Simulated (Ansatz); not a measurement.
# GeB2C2: the cost of one run

Program: Ansatz 0.2.0. Level of theory: DFT PBE, scalar-relativistic, plane waves, PAW, unless a step names another level. These are calculated values, not measurements.

8 further runs of the same task are left out: 1 that didn't finish, 7 set aside as unsound or not needed.

## Step 1: The formula and the candidates

Pauling electronegativities: Ge 2.01, B 2.04, C 2.55 (spread 0.54). The formula balances with common oxidation states: B +3, Ge +2, C -4, a formal count that means little at so small a spread. Tabulated atomic sizes suggest about 12 Å³/atom. 39 candidates were drawn, by swapping species into database cells of other compounds, at random by space group and Wyckoff sites, or by hand, as the table says:

| name | made from | space group no. | Wyckoff sites | atoms (primitive cell) | V (Å³/atom) |
| --- | --- | --- | --- | --- | --- |
| c01 | random | 65 | Ge 2a; B 2b, 2c; C 4h | 5 | 13.1 |
| c02 | random | 183 | Ge 1a; B 2b; C 1a, 1a | 5 | 12.6 |
| c03 | database cell of CaBe2As2 | 164 | Ge 1a; B 2d; C 2d | 5 | 12.4 |
| c04 | database cell of MnH2O2 | 1 | Ge 1a; B 1a, 1a; C 1a, 1a | 5 | 12.3 |
| c05 | built by hand: CaB2C2-type (I4/mcm) | 140 | Ge 4a; B 8h; C 8h | 10 | 11.4 |
| c06 | database cell of FeH2O2 | 5 | Ge 2a; B 4c; C 4c | 5 | 11.8 |
| c07 | random | 12 | Ge 2a; B 4e; C 4f | 5 | 14.7 |
| c08 | database cell of Ca2MgPd2 | 71 | Ge 2a; B 4j; C 4h | 5 | 14.4 |
| c09 | random | 53 | Ge 2b; B 4f; C 4h | 10 | 12.7 |
| c10 | database cell of EuFe2As2 | 69 | Ge 4a; B 8f; C 8i | 5 | 11.0 |
| c11 | database cell of NiH2O2 | 5 | Ge 2b; B 4c; C 4c | 5 | 15.9 |
| c12 | random | 191 | Ge 2e; B 2d, 2e; C 4h | 10 | 12.5 |
| c13 | random | 187 | Ge 1b; B 1f, 1e; C 2g | 5 | 13.7 |
| c14 | random | 224 | Ge 2a; B 4b; C 4c | 10 | 11.6 |
| c15 | random | 224 | Ge 2a; B 4c; C 4b | 10 | 14.3 |
| c16 | random | 139 | Ge 2b; B 4c; C 4d | 5 | 12.0 |
| c17 | database cell of Rb2As2Pt | 63 | Ge 4a; B 4c, 4c; C 8g | 10 | 12.5 |
| c18 | random | 71 | Ge 2c; B 2a, 2b; C 4i | 5 | 12.8 |
| c19 | database cell of Li2CuO2 | 12 | Ge 2b; B 4i; C 4i | 5 | 10.9 |
| c20 | database cell of Ho2SbO2 | 139 | Ge 2a; B 4e; C 4d | 5 | 11.9 |
| c21 | random | 191 | Ge 2c; B 3f, 1a; C 4h | 10 | 14.2 |
| c22 | random | 13 | Ge 2e; B 2e, 2e; C 2f, 2d | 10 | 12.9 |
| c23 | random | 227 | Ge 8a; B 16d; C 16c | 10 | 12.9 |
| c24 | built by hand: CaAl2Si2-type | 164 | Ge 1a; B 2d; C 2d | 5 | 10.4 |
| c25 | database cell of NaSn2As2 | 166 | Ge 3a; B 6c; C 6c | 5 | 12.4 |
| c26 | random | 191 | Ge 1a; B 2e; C 2d | 5 | 11.9 |
| c27 | built by hand: Half-deintercalated LiBC, staged | 164 | Ge 1a; B 2d; C 2d | 5 | 10.6 |
| c28 | random | 123 | Ge 1d; B 2g; C 1b, 1c | 5 | 14.9 |
| c29 | random | 113 | Ge 2b; B 4e; C 4d | 10 | 13.3 |
| c30 | built by hand: LaB2C2-type (P4/mbm) | 127 | Ge 2a; B 4h; C 4h | 10 | 11.4 |
| c31 | database cell of K2PtC2 | 164 | Ge 1b; B 2d; C 2c | 5 | 12.6 |
| c32 | random | 160 | Ge 3a; B 3a, 3a; C 3a, 3a | 5 | 13.6 |
| c33 | random | 38 | Ge 2a; B 4c; C 4e | 5 | 13.0 |
| c34 | random | 71 | Ge 4i; B 4j, 4h; C 8k | 10 | 11.7 |
| c35 | database cell of HoNi2P2 | 139 | Ge 2a; B 4d; C 4e | 5 | 9.8 |
| c36 | random | 55 | Ge 2b; B 4g; C 2a, 2c | 10 | 14.0 |
| c37 | built by hand: Half-filled LiBC, Ge rows | 25 | Ge 1a; B 1d, 1b; C 1b, 1d | 5 | 11.3 |
| c38 | random | 123 | Ge 1c; B 1a, 1b; C 2e | 5 | 11.7 |
| c39 | database cell of Rb2NiO2 | 139 | Ge 2a; B 4e; C 4e | 5 | 12.0 |

## Step 2: Screening run of c08

input.yaml

```yaml
crystal:
  lattice:
    - [-1.85709526, 2.53771282, 3.83127069]
    - [1.85709526, -2.53771282, 3.83127069]
    - [1.85709526, 2.53771282, -3.83127069]
  atoms:
    - { symbol: Ge, position: [0.0, 0.0, 0.0] }
    - { symbol: B, position: [0.69928383, 0.19928383, 0.5] }
    - { symbol: B, position: [0.30071617, 0.80071617, 0.5] }
    - { symbol: C, position: [0.73520959, 0.5, 0.23520959] }
    - { symbol: C, position: [0.26479041, 0.5, 0.76479041] }
basis:
  ecutwfc: 420
kpoints:
  mp_grid: { grid: [5, 5, 5] }
hamiltonian:
  xc: pbe
scf:
  occupations: { method: gaussian, width: 0.2 }
  lower_state_search: "off"
output:
  forces: true
  stress: true
  eigenvalues: true
relax:
  adjacent_minimum: "off"
  f_tol: 0.08
  max_steps: 16
  cell: { stress_tol: 0.8 }
```

On the command line:

```console
$ ansatz run input.yaml --threads 1 --pin off --max-ram 2560MiB --backend cpu --events-out ev --progress --plain --runs-dir out
```

**Question.** How long does this run take on 1 thread of Intel Xeon Platinum 8259CL at 2.50GHz (Skylake/Cascade Lake), shared host, and how much memory does it need?

About 49 s, with a peak of 0.44 GiB.
